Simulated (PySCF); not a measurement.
**AsH3: levels of theory**

Aim: for AsH3, compare levels of theory; the runs are relaxation, vibrations and intensities, relaxation with MP2 and vibrations with MP2.

Method: relaxation, HF, cc-pvtz, and further levels as typed in the inputs, in PySCF 2.14.0.

## Step 1: Starting point

Bond lengths: As1–H2 1.512 Å, As1–H3 1.512 Å, As1–H4 1.512 Å. Angles: H2–As1–H3 91.5°, H2–As1–H4 91.5°, H3–As1–H4 91.5°.

Structure file:

```xyz
4

As    0.0000    0.0000    0.1000
H     1.2500    0.0000   -0.7500
H    -0.6250    1.0825   -0.7500
H    -0.6250   -1.0825   -0.7500
```

## Step 2: Relaxation: AsH3

Input file run.py:

```python
from pyscf import gto, scf
from pyscf.geomopt.geometric_solver import optimize
mol = gto.M(atom="mol.xyz", basis="cc-pvtz", verbose=4)
mf = scf.RHF(mol).run(conv_tol=1e-9)
m = optimize(mf, maxsteps=60)
print("optimised structure (A):")
for k in range(m.natm): print(m.atom_symbol(k), *(f"{x:.8f}" for x in m.atom_coords(unit="A")[k]))
```

On the command line:

```console
> python run.py
```

The log of the run:

```text
[INPUT] num. atoms = 4
[INPUT] num. electrons = 36
[INPUT] charge = 0
[INPUT] spin (= nelec alpha-beta = 2S) = 0
[INPUT] symmetry False subgroup None
[INPUT] Mole.unit = angstrom
[INPUT] Symbol           X                Y                Z      unit          X                Y                Z       unit  Magmom
[INPUT]  1 As     0.000000000000   0.000000000000   0.100000000000 AA    0.000000000000   0.000000000000   0.188972612457 Bohr   0.0
[INPUT]  2 H      1.250000000000   0.000000000000  -0.750000000000 AA    2.362157655706   0.000000000000  -1.417294593424 Bohr   0.0
[INPUT]  3 H     -0.625000000000   1.082532000000  -0.750000000000 AA   -1.181078827853   2.045689001078  -1.417294593424 Bohr   0.0
[INPUT]  4 H     -0.625000000000  -1.082532000000  -0.750000000000 AA   -1.181078827853  -2.045689001078  -1.417294593424 Bohr   0.0

nuclear repulsion = 35.3904269567034
number of shells = 28
number of NR pGTOs = 159
number of NR cGTOs = 85
basis = cc-pvtz
ecp = {}

******** <class 'pyscf.scf.hf.RHF'> ********
method = RHF
initial guess = minao
damping factor = 0
level_shift factor = 0
DIIS = <class 'pyscf.scf.diis.CDIIS'>
diis_start_cycle = 1
diis_space = 8
diis_damp = 0
SCF conv_tol = 1e-09
SCF conv_tol_grad = None
SCF max_cycles = 50
direct_scf = True
direct_scf_tol = 1e-13
Set gradient conv threshold to 3.16228e-05
Initial guess from minao.
init E= -2234.989430524
  HOMO = -0.305781007279984  LUMO = 0.0778115519843827  gap/eV = 10.43809
cycle= 1 E= -2235.95943578138  delta_E= -0.97  |g|= 0.167  |ddm|= 1.33
  HOMO = -0.385697990909108  LUMO = 0.123174783673379  gap/eV = 13.84713
cycle= 2 E= -2235.97174738222  delta_E= -0.0123  |g|= 0.0575  |ddm|= 0.158
  HOMO = -0.381814651993778  LUMO = 0.130672809507529  gap/eV = 13.94549
cycle= 3 E= -2235.97302366866  delta_E= -0.00128  |g|= 0.0209  |ddm|= 0.0602
  HOMO = -0.382540278697896  LUMO = 0.132273688589534  gap/eV = 14.00880
cycle= 4 E= -2235.97325557607  delta_E= -0.000232  |g|= 0.00433  |ddm|= 0.0286
  HOMO = -0.382382373748602  LUMO = 0.132407248547704  gap/eV = 14.00814
cycle= 5 E= -2235.9732689026  delta_E= -1.33e-05  |g|= 0.00121  |ddm|= 0.00761
  HOMO = -0.382671569398116  LUMO = 0.132308904102616  gap/eV = 14.01333
cycle= 6 E= -2235.97327005106  delta_E= -1.15e-06  |g|= 0.000172  |ddm|= 0.00302
  HOMO = -0.382645134414513  LUMO = 0.132333800530186  gap/eV = 14.01329
cycle= 7 E= -2235.97327007054  delta_E= -1.95e-08  |g|= 2.49e-05  |ddm|= 0.000438
  HOMO = -0.382654105248178  LUMO = 0.132329720154728  gap/eV = 14.01342
cycle= 8 E= -2235.97327007089  delta_E= -3.47e-10  |g|= 3.97e-06  |ddm|= 5.37e-05
  HOMO = -0.38265324871641  LUMO = 0.132330208166114  gap/eV = 14.01341
Extra cycle  E= -2235.97327007091  delta_E= -1.73e-11  |g|= 1.6e-06  |ddm|= 6.94e-06
converged SCF energy = -2235.97327007091
Create scanner for <class 'pyscf.grad.rhf.Gradients'>
Create scanner for <class 'pyscf.scf.hf.RHF'>

Geometry optimization cycle 1
Cartesian coordinates (Angstrom)
 Atom        New coordinates             dX        dY        dZ
  As   0.000000   0.000000   0.100000    0.000000  0.000000  0.000000
   H   1.250000   0.000000  -0.750000    0.000000  0.000000  0.000000
   H  -0.625000   1.082532  -0.750000    0.000000  0.000000  0.000000
   H  -0.625000  -1.082532  -0.750000    0.000000  0.000000  0.000000

WARN: Mole.unit (angstrom) is changed to Bohr

New geometry
   1 As     0.000000000000   0.000000000000   0.100000000000 AA    0.000000000000   0.000000000000   0.188972612457 Bohr
   2 H      1.250000000000   0.000000000000  -0.750000000000 AA    2.362157655706   0.000000000000  -1.417294593424 Bohr
   3 H     -0.625000000000   1.082532000000  -0.750000000000 AA   -1.181078827853   2.045689001078  -1.417294593424 Bohr
   4 H     -0.625000000000  -1.082532000000  -0.750000000000 AA   -1.181078827853  -2.045689001078  -1.417294593424 Bohr

******** <class 'pyscf.scf.hf.RHF_Scanner'> ********
method = RHF_Scanner
initial guess = minao
damping factor = 0
level_shift factor = 0
DIIS = <class 'pyscf.scf.diis.CDIIS'>
diis_start_cycle = 1
diis_space = 8
diis_damp = 0
SCF conv_tol = 1e-09
SCF conv_tol_grad = None
SCF max_cycles = 50
direct_scf = True
direct_scf_tol = 1e-13
Set gradient conv threshold to 3.16228e-05
init E= -2235.97327007091
  HOMO = -0.382653487728442  LUMO = 0.132330120025922  gap/eV = 14.01342
cycle= 1 E= -2235.9732700709  delta_E= 2.73e-12  |g|= 6.67e-07  |ddm|= 3.12e-06
  HOMO = -0.382653429879427  LUMO = 0.132330155655795  gap/eV = 14.01342
Extra cycle  E= -2235.97327007091  delta_E= -3.18e-12  |g|= 2.92e-07  |ddm|= 1.34e-06
converged SCF energy = -2235.97327007091

******** <class 'pyscf.grad.rhf.Gradients_Scanner'> for <class 'pyscf.scf.hf.RHF_Scanner'> ********
unit = Eh/Bohr
--------------- RHF_Scanner gradients ---------------
         x                y                z
0 As     0.0000000434    -0.0000000000     0.0099526396
1 H    -0.0026873264    -0.0000000000    -0.0033175268
2 H     0.0013436415    -0.0023272321    -0.0033175564
3 H     0.0013436415     0.0023272321    -0.0033175564
----------------------------------------------
cycle 1: E = -2235.97327007  dE = -2235.97  norm(grad) = 0.0123991

Geometry optimization cycle 2
Cartesian coordinates (Angstrom)
 Atom        New coordinates             dX        dY        dZ
  As   0.000000   0.000000   0.062821    0.000000  0.000000 -0.037179
   H   1.283669   0.000000  -0.737607    0.033669  0.000000  0.012393
   H  -0.641834   1.111690  -0.737607   -0.016834  0.029158  0.012393
   H  -0.641834  -1.111690  -0.737607   -0.016834 -0.029158  0.012393
New geometry
   1 As     0.000000000499   0.000000000000   0.062820681816 AA    0.000000000943   0.000000000000   0.118713883591 Bohr
   2 H      1.283668668966   0.000000000000  -0.737606893713 AA    2.425782219031   0.000000000000  -1.393875016709 Bohr
   3 H     -0.641834334733   1.111689613055  -0.737606894051 AA   -1.212891109987   2.100788904197  -1.393875017347 Bohr
   4 H     -0.641834334732  -1.111689613055  -0.737606894051 AA   -1.212891109987  -2.100788904197  -1.393875017347 Bohr

******** <class 'pyscf.scf.hf.RHF_Scanner'> ********
method = RHF_Scanner
initial guess = minao
damping factor = 0
level_shift factor = 0
DIIS = <class 'pyscf.scf.diis.CDIIS'>
diis_start_cycle = 1
diis_space = 8
diis_damp = 0
SCF conv_tol = 1e-09
SCF conv_tol_grad = None
SCF max_cycles = 50
direct_scf = True
direct_scf_tol = 1e-13
Set gradient conv threshold to 3.16228e-05
init E= -2235.97567576598
  HOMO = -0.369727731369816  LUMO = 0.134318388580676  gap/eV = 13.71579
cycle= 1 E= -2235.97395185072  delta_E= 0.00172  |g|= 0.00495  |ddm|= 0.0331
  HOMO = -0.374296676037531  LUMO = 0.134577038786117  gap/eV = 13.84716
cycle= 2 E= -2235.97396283326  delta_E= -1.1e-05  |g|= 0.00128  |ddm|= 0.00623
  HOMO = -0.374474122832474  LUMO = 0.134561197318958  gap/eV = 13.85156
cycle= 3 E= -2235.97396394261  delta_E= -1.11e-06  |g|= 0.000367  |ddm|= 0.0025
  HOMO = -0.374394580989289  LUMO = 0.134602689861708  gap/eV = 13.85052
cycle= 4 E= -2235.97396401379  delta_E= -7.12e-08  |g|= 0.000131  |ddm|= 0.000738
  HOMO = -0.374395739601181  LUMO = 0.134604282911003  gap/eV = 13.85060
cycle= 5 E= -2235.97396402379  delta_E= -1e-08  |g|= 2.37e-05  |ddm|= 0.000372
  HOMO = -0.374401008437484  LUMO = 0.134602734931923  gap/eV = 13.85070
cycle= 6 E= -2235.97396402436  delta_E= -5.74e-10  |g|= 4.8e-06  |ddm|= 0.000109
  HOMO = -0.374400864342856  LUMO = 0.134602900430134  gap/eV = 13.85070
Extra cycle  E= -2235.97396402439  delta_E= -2.41e-11  |g|= 1.86e-06  |ddm|= 1.49e-05
converged SCF energy = -2235.97396402439

******** <class 'pyscf.grad.rhf.Gradients_Scanner'> for <class 'pyscf.scf.hf.RHF_Scanner'> ********
unit = Eh/Bohr
--------------- RHF_Scanner gradients ---------------
         x                y                z
0 As    -0.0000000115    -0.0000000000     0.0015483672
1 H     0.0010576868    -0.0000000000    -0.0005161272
2 H    -0.0005288377     0.0009159677    -0.0005161200
3 H    -0.0005288377    -0.0009159677    -0.0005161200
----------------------------------------------
cycle 2: E = -2235.97396402  dE = -0.000693953  norm(grad) = 0.00255981

Geometry optimization cycle 3
Cartesian coordinates (Angstrom)
 Atom        New coordinates             dX        dY        dZ
  As   0.000000   0.000000   0.061856   -0.000000  0.000000 -0.000964
   H   1.280181   0.000000  -0.737285   -0.003488  0.000000  0.000321
   H  -0.640090   1.108669  -0.737285    0.001744 -0.003021  0.000321
   H  -0.640090  -1.108669  -0.737285    0.001744  0.003021  0.000321
New geometry
   1 As     0.000000000461   0.000000000000   0.061856380669 AA    0.000000000872   0.000000000001   0.116891618522 Bohr
   2 H      1.280180780441   0.000000000000  -0.737285459997 AA    2.419191064965   0.000000000001  -1.393267595018 Bohr
   3 H     -0.640090390451   1.108669082387  -0.737285460336 AA   -1.209595532919   2.095080928485  -1.393267595658 Bohr
   4 H     -0.640090390451  -1.108669082387  -0.737285460335 AA   -1.209595532918  -2.095080928485  -1.393267595657 Bohr

******** <class 'pyscf.scf.hf.RHF_Scanner'> ********
method = RHF_Scanner
initial guess = minao
damping factor = 0
level_shift factor = 0
DIIS = <class 'pyscf.scf.diis.CDIIS'>
diis_start_cycle = 1
diis_space = 8
diis_damp = 0
SCF conv_tol = 1e-09
SCF conv_tol_grad = None
SCF max_cycles = 50
direct_scf = True
direct_scf_tol = 1e-13
Set gradient conv threshold to 3.16228e-05
init E= -2235.97727321797
  HOMO = -0.373395073541247  LUMO = 0.135946451305254  gap/eV = 13.85989
cycle= 1 E= -2235.97397315783  delta_E= 0.0033  |g|= 0.00128  |ddm|= 0.00292
  HOMO = -0.374515967734249  LUMO = 0.134959117500307  gap/eV = 13.86352
cycle= 2 E= -2235.9739738659  delta_E= -7.08e-07  |g|= 0.000325  |ddm|= 0.00164
  HOMO = -0.374412991351991  LUMO = 0.1350410447076  gap/eV = 13.86295
cycle= 3 E= -2235.9739738968  delta_E= -3.09e-08  |g|= 0.000104  |ddm|= 0.000348
  HOMO = -0.374404451203598  LUMO = 0.135050386821797  gap/eV = 13.86297
cycle= 4 E= -2235.97397390105  delta_E= -4.25e-09  |g|= 3.23e-05  |ddm|= 0.000175
  HOMO = -0.374399936591787  LUMO = 0.135053649226652  gap/eV = 13.86294
cycle= 5 E= -2235.97397390184  delta_E= -7.95e-10  |g|= 7.4e-06  |ddm|= 8.98e-05
  HOMO = -0.374401438749083  LUMO = 0.135052842908235  gap/eV = 13.86296
Extra cycle  E= -2235.97397390189  delta_E= -5.05e-11  |g|= 3.14e-06  |ddm|= 2.43e-05
converged SCF energy = -2235.97397390189

******** <class 'pyscf.grad.rhf.Gradients_Scanner'> for <class 'pyscf.scf.hf.RHF_Scanner'> ********
unit = Eh/Bohr
--------------- RHF_Scanner gradients ---------------
         x                y                z
0 As     0.0000000013     0.0000000000    -0.0003944805
1 H    -0.0002047752    -0.0000000000     0.0001314940
2 H     0.0001023869    -0.0001773390     0.0001314932
3 H     0.0001023869     0.0001773390     0.0001314932
----------------------------------------------
cycle 3: E = -2235.9739739  dE = -9.8775e-06  norm(grad) = 0.000577307

Geometry optimization cycle 4
Cartesian coordinates (Angstrom)
 Atom        New coordinates             dX        dY        dZ
  As   0.000000   0.000000   0.062250   -0.000000 -0.000000  0.000393
   H   1.280611   0.000000  -0.737417    0.000431  0.000000 -0.000131
   H  -0.640306   1.109042  -0.737417   -0.000215  0.000373 -0.000131
   H  -0.640306  -1.109042  -0.737417   -0.000215 -0.000373 -0.000131
New geometry
   1 As     0.000000000023   0.000000000000   0.062249758595 AA    0.000000000043   0.000000000000   0.117634995065 Bohr
   2 H      1.280611351205   0.000000000000  -0.737416586189 AA    2.420004725786   0.000000000001  -1.393515387609 Bohr
   3 H     -0.640305675614   1.109041963564  -0.737416586202 AA   -1.210002362916   2.095785571786  -1.393515387633 Bohr
   4 H     -0.640305675614  -1.109041963565  -0.737416586202 AA   -1.210002362915  -2.095785571787  -1.393515387633 Bohr

******** <class 'pyscf.scf.hf.RHF_Scanner'> ********
method = RHF_Scanner
initial guess = minao
damping factor = 0
level_shift factor = 0
DIIS = <class 'pyscf.scf.diis.CDIIS'>
diis_start_cycle = 1
diis_space = 8
diis_damp = 0
SCF conv_tol = 1e-09
SCF conv_tol_grad = None
SCF max_cycles = 50
direct_scf = True
direct_scf_tol = 1e-13
Set gradient conv threshold to 3.16228e-05
init E= -2235.97338422828
  HOMO = -0.374652367266592  LUMO = 0.134805136910589  gap/eV = 13.86304
cycle= 1 E= -2235.97397431772  delta_E= -0.00059  |g|= 0.000231  |ddm|= 0.000588
  HOMO = -0.374430420020071  LUMO = 0.134975812691171  gap/eV = 13.86165
cycle= 2 E= -2235.97397434104  delta_E= -2.33e-08  |g|= 5.8e-05  |ddm|= 0.00029
  HOMO = -0.374447672201067  LUMO = 0.134961500883682  gap/eV = 13.86173
cycle= 3 E= -2235.97397434215  delta_E= -1.12e-09  |g|= 1.87e-05  |ddm|= 6.73e-05
  HOMO = -0.374449302141919  LUMO = 0.134959735090969  gap/eV = 13.86173
cycle= 4 E= -2235.97397434232  delta_E= -1.68e-10  |g|= 6.23e-06  |ddm|= 3.57e-05
  HOMO = -0.374449878200701  LUMO = 0.13495937622585  gap/eV = 13.86173
Extra cycle  E= -2235.97397434235  delta_E= -3.27e-11  |g|= 2.85e-06  |ddm|= 1.46e-05
converged SCF energy = -2235.97397434235

******** <class 'pyscf.grad.rhf.Gradients_Scanner'> for <class 'pyscf.scf.hf.RHF_Scanner'> ********
unit = Eh/Bohr
--------------- RHF_Scanner gradients ---------------
         x                y                z
0 As     0.0000000002     0.0000000000     0.0000061409
1 H     0.0000013809    -0.0000000000    -0.0000020469
2 H    -0.0000006905     0.0000011961    -0.0000020470
3 H    -0.0000006905    -0.0000011961    -0.0000020470
----------------------------------------------
cycle 4: E = -2235.97397434  dE = -4.4046e-07  norm(grad) = 7.48347e-06
optimised structure (A):
As 0.00000000 0.00000000 0.06224976
H 1.28061135 0.00000000 -0.73741659
H -0.64030568 1.10904196 -0.73741659
H -0.64030568 -1.10904196 -0.73741659
```

Wall time 24 s (4 threads of Intel Xeon Platinum 8488C (Sapphire Rapids), shared host).

## Step 3: Vibrations and intensities: vibrations and intensities, HF, cc-pvtz

It takes the final geometry of step 2.

Input file run.py:

```python
from pyscf import gto, scf
from pyscf.hessian import thermo
import numpy as np
mol = gto.M(atom="mol.xyz", basis="cc-pvtz", verbose=4)
mf = scf.RHF(mol).run(conv_tol=1e-9)
mol.verbose = 0; x = mol.atom_coords(); n = x.size; h = np.zeros((n, n + 3))
def point(d):
    m = mol.set_geom_(x + d.reshape(-1, 3), unit="Bohr", inplace=False); s = scf.RHF(m)
    s.run(mf.make_rdm1(), conv_tol=1e-10); g = s.nuc_grad_method()
    return np.append(g.kernel(), s.dip_moment(unit="AU", verbose=0))
for k in range(n): d = np.zeros(n); d[k] = 0.01; h[k] = (point(d) - point(-d)) / 0.02
H = (h[:, :n] + h[:, :n].T) / 2
f = thermo.harmonic_analysis(mol, H.reshape(mol.natm, 3, mol.natm, 3).transpose(0, 2, 1, 3))
print("harmonic vibrations: frequency (1/cm), infrared intensity (km/mol)")
for w, q in zip(f["freq_wavenumber"], f["norm_mode"]): t = q.ravel() @ h[:, n:]; print(f"  {w.real - w.imag:9.2f} {974.88 * t @ t:9.2f}")
```

On the command line:

```console
> python run.py
```

The log of the run:

```text
[INPUT] num. atoms = 4
[INPUT] num. electrons = 36
[INPUT] charge = 0
[INPUT] spin (= nelec alpha-beta = 2S) = 0
[INPUT] symmetry False subgroup None
[INPUT] Mole.unit = angstrom
[INPUT] Symbol           X                Y                Z      unit          X                Y                Z       unit  Magmom
[INPUT]  1 As     0.000000000000   0.000000000000   0.062249760000 AA    0.000000000000   0.000000000000   0.117634997720 Bohr   0.0
[INPUT]  2 H      1.280611350000   0.000000000000  -0.737416590000 AA    2.420004723510   0.000000000000  -1.393515394811 Bohr   0.0
[INPUT]  3 H     -0.640305680000   1.109041960000  -0.737416590000 AA   -1.210002371203   2.095785565051  -1.393515394811 Bohr   0.0
[INPUT]  4 H     -0.640305680000  -1.109041960000  -0.737416590000 AA   -1.210002371203  -2.095785565051  -1.393515394811 Bohr   0.0

nuclear repulsion = 35.4152075767023
number of shells = 28
number of NR pGTOs = 159
number of NR cGTOs = 85
basis = cc-pvtz
ecp = {}

******** <class 'pyscf.scf.hf.RHF'> ********
method = RHF
initial guess = minao
damping factor = 0
level_shift factor = 0
DIIS = <class 'pyscf.scf.diis.CDIIS'>
diis_start_cycle = 1
diis_space = 8
diis_damp = 0
SCF conv_tol = 1e-09
SCF conv_tol_grad = None
SCF max_cycles = 50
direct_scf = True
direct_scf_tol = 1e-13
Set gradient conv threshold to 3.16228e-05
[... 1 set-up line as earlier in the session ...]
init E= -2234.99012940471
  HOMO = -0.295434434432716  LUMO = 0.0813843609654565  gap/eV = 10.25376
cycle= 1 E= -2235.9596275894  delta_E= -0.969  |g|= 0.17  |ddm|= 1.33
  HOMO = -0.377141106446648  LUMO = 0.125758676483048  gap/eV = 13.68460
cycle= 2 E= -2235.97245171657  delta_E= -0.0128  |g|= 0.0575  |ddm|= 0.158
  HOMO = -0.373674339551905  LUMO = 0.133262406638513  gap/eV = 13.79445
cycle= 3 E= -2235.97373601395  delta_E= -0.00128  |g|= 0.0208  |ddm|= 0.06
  HOMO = -0.374400013329295  LUMO = 0.134867991904784  gap/eV = 13.85789
cycle= 4 E= -2235.97396049758  delta_E= -0.000224  |g|= 0.00436  |ddm|= 0.0278
  HOMO = -0.37418022634535  LUMO = 0.135036863066911  gap/eV = 13.85650
cycle= 5 E= -2235.97397325198  delta_E= -1.28e-05  |g|= 0.00117  |ddm|= 0.00722
  HOMO = -0.374463405624981  LUMO = 0.134939213062039  gap/eV = 13.86155
cycle= 6 E= -2235.97397432229  delta_E= -1.07e-06  |g|= 0.000169  |ddm|= 0.00281
  HOMO = -0.374442085050178  LUMO = 0.13496255930633  gap/eV = 13.86161
cycle= 7 E= -2235.97397434202  delta_E= -1.97e-08  |g|= 2.32e-05  |ddm|= 0.000427
  HOMO = -0.374450433521815  LUMO = 0.134958880995224  gap/eV = 13.86173
cycle= 8 E= -2235.97397434236  delta_E= -3.49e-10  |g|= 3.94e-06  |ddm|= 5.03e-05
  HOMO = -0.374449563739772  LUMO = 0.134959395374006  gap/eV = 13.86172
Extra cycle  E= -2235.97397434235  delta_E= 1.77e-11  |g|= 1.61e-06  |ddm|= 7.12e-06
converged SCF energy = -2235.97397434235
harmonic vibrations: frequency (1/cm), infrared intensity (km/mol)
    1003.49     45.43
    1106.79     21.40
    1106.82     21.40
    2328.03    149.44
    2328.05    149.41
    2330.34     77.20
```

It took 2.1 min on 4 threads of Intel Xeon Platinum 8488C (Sapphire Rapids), shared host.

Harmonic frequencies from the force constants, with isotope-averaged masses (PySCF's default) and rigid motions projected out (i: imaginary):

```
mode  cm⁻¹  IR (km/mol)
   1  1003         45.4
   2  1107         21.4
   3  1107         21.4
   4  2328        149.4
   5  2328        149.4
   6  2330         77.2
```

(Part 1 of 2 ends here.)
